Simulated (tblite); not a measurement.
**GFN1-xTB run of AlSiNH6SO (SMILES [NH2][Al]([SH])[O][SiH3])**

Wanted: a geometry optimisation of AlSiNH6SO. 

The calculation is run with tblite 0.8.0.

38 further runs of the same task are left out: 38 set aside as unsound or not needed.

### Step 1. The system as given

The species is AlSiNH6SO (11 atoms), meant as a singlet with charge 0. SMILES: `[NH2][Al]([SH])[O][SiH3]`. The shape is that of a PBE0-D4/def2-TZVP optimisation. This is one conformer, not always the lowest. The run starts from this shape.

Bond lengths: N1–Al2 1.754 Å, Al2–S3 2.179 Å, Al2–O4 1.682 Å, O4–Si5 1.623 Å, N1–H6 1.006 Å, N1–H7 1.006 Å, S3–H8 1.344 Å, Si5–H9 1.486 Å, Si5–H10 1.490 Å, Si5–H11 1.487 Å. Some angles: N1–Al2–S3 120.0°, N1–Al2–O4 119.8°, S3–Al2–O4 120.2°, Al2–O4–Si5 159.2°, Al2–N1–H6 125.0°, Al2–N1–H7 124.3°, Al2–S3–H8 92.2°, O4–Si5–H9 110.1°, O4–Si5–H10 110.6°, O4–Si5–H11 110.1°.

### Step 2. A structure relaxation at GFN1-xTB

Contents of input.xyz:

```xyz
11

N     -1.162600     2.278100     0.048000
Al    -0.049200     0.994500    -0.388600
S      1.467400     1.340600    -1.914700
O     -0.156000    -0.501500     0.373800
Si     0.186500    -2.044900     0.740800
H     -1.169000     3.199300    -0.356500
H     -1.885700     2.189300     0.742200
H      1.948400     0.091000    -1.794600
H      0.551000    -2.158700     2.177400
H      1.328800    -2.537600    -0.079800
H     -0.994400    -2.907100     0.472600
```

Contents of job.py:

```python
"""GFN1-xTB geometry optimisation"""
import json
import numpy as np
from tblite.interface import Calculator
from tblite.interface import symbols_to_numbers
from scipy.optimize import minimize

symbols = list(map(str, np.loadtxt("input.xyz", skiprows=2, usecols=0, dtype=str, ndmin=1)))
numbers = np.array(symbols_to_numbers(symbols))
positions = np.loadtxt("input.xyz", skiprows=2, usecols=(1, 2, 3), ndmin=2) / 0.529177210903

tb = Calculator("GFN1-xTB", numbers, positions, charge=0, uhf=0)
tb.set("verbosity", 0)
tb.set("accuracy", 0.01)
last, frames, energies, grads = [None], [], [], []

def fun(x):
    tb.update(x.reshape(-1, 3))
    last[0] = tb.singlepoint(last[0])
    return float(last[0].get('energy')), last[0].get('gradient').ravel()

def show(x):
    e, g = fun(x)
    frames.append(x.reshape(-1, 3).tolist())
    energies.append(e)
    grads.append(g.reshape(-1, 3).tolist())
    print(f"{len(energies) - 1:4d} {e:16.9f} {np.abs(g).max():12.3e} {np.linalg.norm(g):12.3e}")

print("step      energy/Eh       max grad     grad norm")
show(positions.ravel())
opt = minimize(fun, positions.ravel(), jac=True, method="BFGS", callback=show, options={"gtol": 3e-05, "maxiter": 500})
print("converged:", opt.success, "-", opt.message)
fun(opt.x)
sp = last[0]
final = opt.x.reshape(-1, 3)
print("final geometry (angstrom)")
for s, p in zip(symbols, final * 0.529177210903):
    print(f"{s:<2} {p[0]:12.6f} {p[1]:12.6f} {p[2]:12.6f}")
print(f"total energy: {sp.get('energy') * 627.5095:.8f} kcal/mol")
eps = np.atleast_2d(sp.get("orbital-energies")) * 27.211386
occ = np.atleast_2d(sp.get("orbital-occupations"))
filled = occ.sum(axis=0) if eps.shape[0] == 1 else occ[0]
homo = np.nonzero(filled > 0.5)[0].max()
print("  MO   occupation   energy/eV")
for i in range(max(0, homo - 4), min(eps.shape[1], homo + 5)):
    print(f"{i + 1:4d} {filled[i]:10.4f} {eps[0, i]:12.4f}")
mu = sp.get("dipole") * 2.541746
print(f"Dipole moment: {np.linalg.norm(mu):.4f} D, components " + " ".join(f"{c:.4f}" for c in mu))
q = sp.get("charges")
print("Charges:", " ".join(f"{s}{i + 1}={c:+.4f}" for i, (s, c) in enumerate(zip(symbols, q))))
out = {k: np.asarray(sp.get(k)).tolist() for k in ("energy", "gradient", "charges", "dipole", "orbital-energies", "orbital-occupations")}
out.update(symbols=symbols, positions=(positions * 0.529177210903).tolist(), final=final.tolist(), frames=frames, step_energies=energies, grads=grads, success=bool(opt.success))
json.dump(out, open("results.json", "w"))
```

On the command line:

```console
$ python job.py
```

What values should one expect? Wanted: total energy at the end; dipole moment; HOMO energy; LUMO energy; HOMO–LUMO gap.

Answer, from the run:

At GFN1-xTB:

| quantity | value |
| --- | --- |
| total energy at the end | -18.20671 Eh |
| dipole moment | 2.67 D |
| HOMO energy | -11.06 eV |
| LUMO energy | -6.76 eV |
| HOMO–LUMO gap | 4.30 eV |

At the final geometry: Bond lengths: N1–Al2 1.794 Å, Al2–S3 2.129 Å, Al2–O4 1.756 Å, O4–Si5 1.616 Å, N1–H6 1.014 Å, N1–H7 1.013 Å, S3–H8 1.323 Å, Si5–H9 1.456 Å, Si5–H10 1.456 Å, Si5–H11 1.455 Å. Some angles: N1–Al2–S3 126.0°, N1–Al2–O4 115.4°, S3–Al2–O4 117.5°, Al2–O4–Si5 179.7°, Al2–N1–H6 116.8°, Al2–N1–H7 116.7°, Al2–S3–H8 95.2°, O4–Si5–H9 109.5°, O4–Si5–H10 109.6°, O4–Si5–H11 109.6°. The optimisation took 93 steps and changed the energy by -0.191 eV.
